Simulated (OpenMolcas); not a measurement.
# In: CASSCF and CASPT2 terms and fine-structure levels

Wanted: the level scheme of In from active-space wave functions, then second-order correlation under several settings.

Method: state-averaged CASSCF and CASPT2, spin-orbit coupling by RASSI with atomic mean-field integrals. Code: OpenMolcas 26.06.

## (1) The atom as given

- Species: In (indium, Z = 49, 49 electrons)
- Basis: ANO-RCC-VQZP [8s7p5d3f2g], 93 functions
- Scalar Hamiltonian: DKH2, point nucleus
- Inactive shells: 1s 2s 2p 3s 3p 3d 4s 4p 4d
- Active space: 3 electrons in 4 orbitals (5s 5p)
- Some configurations of this space: 5p3, 5s 5p2, 5s2 5p
- Orbitals: optimised for the ground-state spin in each parity, averaged over the low roots

The outer shells:

5p3
```
5p [↑ ][↑ ][↑ ]
```

5s 5p2
```
5s [↑ ]
5p [↑ ][↑ ][  ]
```

5s2 5p
```
5s [↑↓]
5p [↑ ][  ][  ]
```

Each step is its own input file, run in one work folder so that later steps find the files of earlier ones. Labels, J, g values, rates, χT and fits are worked out afterwards by a script from the matrices that RASSI stores.

## (2) One- and two-electron integrals

File a.inp:

```
&GATEWAY
Coord
1

In 0.0 0.0 0.0
Basis=ANO-RCC-VQZP
Group=XYZ
NoMove
AngMom=0.0 0.0 0.0
AMFI
&SEWARD
```

On the command line:

```
$ OMP_NUM_THREADS=1 MOLCAS_MEM=2252 MOLCAS_PROJECT=a pymolcas a.inp > a.log
```

## (3) Reference wave functions, doublets of odd parity, 3 roots

File a.inp:

```
&RASSCF
FileOrb=start.orb
Symmetry=2
Spin=2
nActEl=3 0 0
Inactive=14 9
Ras2=1 3
CIRoot=3 3 1
SDav=11
CIMx=300
Iter=120 100
PrWF=0.3
OrbListing=Nothing
MaxOrb=0
Atom
>>> COPY $Project.JobIph JOB001
```

start.orb holds the contracted functions of the basis, ordered by shell, or the orbitals of the step before.

## (4) CASSCF: quartets of even parity, 3 roots

File a.inp:

```
&RASSCF
FileOrb=start.orb
Symmetry=1
Spin=4
nActEl=3 0 0
Inactive=14 9
Ras2=1 3
CIRoot=3 3 1
SDav=3
CIMx=300
Iter=120 100
PrWF=0.3
OrbListing=Nothing
MaxOrb=0
Atom
>>> COPY $Project.JobIph JOB002
```

## (5) State interaction with spin-orbit coupling

File a.inp:

```
&RASSI
NrOfJobIphs=2 3 3
1 2 3
1 2 3
IphNames
JOB001
JOB002
EJob
SpinOrbit
DIPRint=1.0
SOCoupling=1000.0
Subsets=2
MEES
Property=10
'ANGMOM' 1 'ANGMOM' 2 'ANGMOM' 3 'MLTPL  1' 1 'MLTPL  1' 2 'MLTPL  1' 3
'AMFI' 1 'AMFI' 2 'AMFI' 3 'MLTPL  2' 6
SOProperty=3
'ANGMOM' 1 'ANGMOM' 2 'ANGMOM' 3
```

## (6) CASPT2: IPEA 0.6, sigma1 regulariser 0.1 (closed shells correlated: 4d)

File a.inp:

```
>>> COPY JOB001 $Project.JobIph
&CASPT2
Multistate=3 1 2 3
Frozen=9 9
IPEA=0.6
Sig1=0.1
MaxIter=60
WThr=0.0 0.3 0.05
PrWF=0.5
NoMix
>>> COPY JOB002 $Project.JobIph
&CASPT2
Multistate=3 1 2 3
Frozen=9 9
IPEA=0.6
Sig1=0.1
MaxIter=60
WThr=0.0 0.3 0.05
PrWF=0.5
NoMix
```

## (7) CASPT2: IPEA 0.2, sigma1 regulariser 0.1 (closed shells correlated: 4s 4p 4d)

a.inp: that of step 6 with these lines changed.

```diff
@@ -3,4 +3,5 @@
 Multistate=3 1 2 3
-Frozen=9 9
-IPEA=0.6
+NoMult
+Frozen=8 6
+IPEA=0.2
 Sig1=0.1
@@ -13,4 +14,5 @@
 Multistate=3 1 2 3
-Frozen=9 9
-IPEA=0.6
+NoMult
+Frozen=8 6
+IPEA=0.2
 Sig1=0.1
```

(Steps that only read results are left out.)

**Question.** What will these runs give? Wanted: lowest level; first excited level; lowest level of another term; spin-orbit lowering of the lowest level; strongest of the lines computed, by gA, at SS-CASPT2 energies.

As calculated:

```
                                                     quantity                                                                       value
                                                       method  SS-CASPT2, IPEA 0.6, sigma1 regulariser 0.1 (closed shells correlated: 4d)
                                                 lowest level                               5s2 5p 2P* 1/2, 100 % of that term, g = 0.666
                                  ground level listed by NIST                                                                      2P°1/2
                                          first excited level                                                 5s2 5p 2P* 3/2 at 2110 cm-1
                                 lowest level of another term                                                 5s 5p2 4P 1/2 at 34160 cm-1
                      spin-orbit lowering of the lowest level                                                                   1407 cm-1
strongest of the lines computed, by gA, at SS-CASPT2 energies                  5s2 5p 2P* 3/2 → 5s2 5p 2P* 1/2, 4739 nm, A = 8.49e-02 s⁻¹
```

What each method costs and misses:

| method | time of its own steps | time with the reference | mean absolute difference from the measured levels (cm-1) |
| --- | --- | --- | --- |
| A. CASSCF | 41 s | 41 s | 6300 |
| B. SS-CASPT2, IPEA 0.6, sigma1 regulariser 0.1, +4d | 2.9 s | 44 s | 820 |
| C. SS-CASPT2, IPEA 0.2, sigma1 regulariser 0.1, +4s 4p 4d | 3.3 s | 44 s | 250 |

Times are of one thread on a shared host.

**Reading.** The multiplet 2P* is regular. Method C lies closest to the measured levels (250 cm⁻¹ on average) and A farthest (6300). Only the configurations of the active space and the roots asked for are present. Not all states of the active space went into the spin-orbit step. No d shell is active. Levels of other configurations are missing from the list.
